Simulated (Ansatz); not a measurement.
Runs of Ansatz 0.2.0 on Ba2Tl5V3O12. The structure is tetragonal, space group P-4 (No. 81). The conventional cell has a = 6.545 Å, b = 6.545 Å, c = 13.575 Å, α = 90.00°, β = 90.00°, γ = 90.00°. Around Ba (site symmetry 2) lie 8 O at 2.82 to 2.88 Å. Around V (site symmetry -4) lie 4 O at 1.73 Å. V (site symmetry -4) is surrounded by 4 O at 1.74 Å. Around V (site symmetry -4) lie 4 O at 1.73 Å. Around Tl (site symmetry 2) lie 4 O at 2.65 to 2.67 Å. Tl (site symmetry 2) has 4 O at 2.69 Å as nearest neighbours. Tl (site symmetry -4) has 4 O at 3.29 Å and 4 Tl at 3.30 Å as nearest neighbours. O (site symmetry 1) has 1 V at 1.73 Å as nearest neighbours. The cell was built by a generator and needn't be a form met in nature.

```csv
U,gap on the mesh (eV),pressure (GPa),moment (μB),largest force (eV/Å)
V d U = 2 eV,0.96,(a),0.00,0.05
V d U = 8 eV,0.96,0.6,0.00,0.26
V d U = 4 eV,0.96,(b),0.00,0.11
V d U = 6 eV,0.96,(c),0.00,0.18
```

Alike in all rows: task projected density of states; level PBE+U; potentials or basis Ansatz PAW; spin collinear, ferromagnetic start; cell as given; k mesh 4 × 4 × 2; cutoff (eV) 420; smearing fermi-dirac 0.05 eV.

Q: Fill in the values left out.

A: (a) 0.1; (b) 0.2; (c) 0.4.

Caveats: the magnetic or orbital state may not be the lowest; spin-orbit coupling is left out, which as a rule narrows the gap of such compounds by several tenths of an eV; the density of states is complete only up to the lowest level of the last band computed; the starting moments weren't kept.

A k mesh can miss the band edges, and the runs leave out spin-orbit coupling on Ba, Tl.
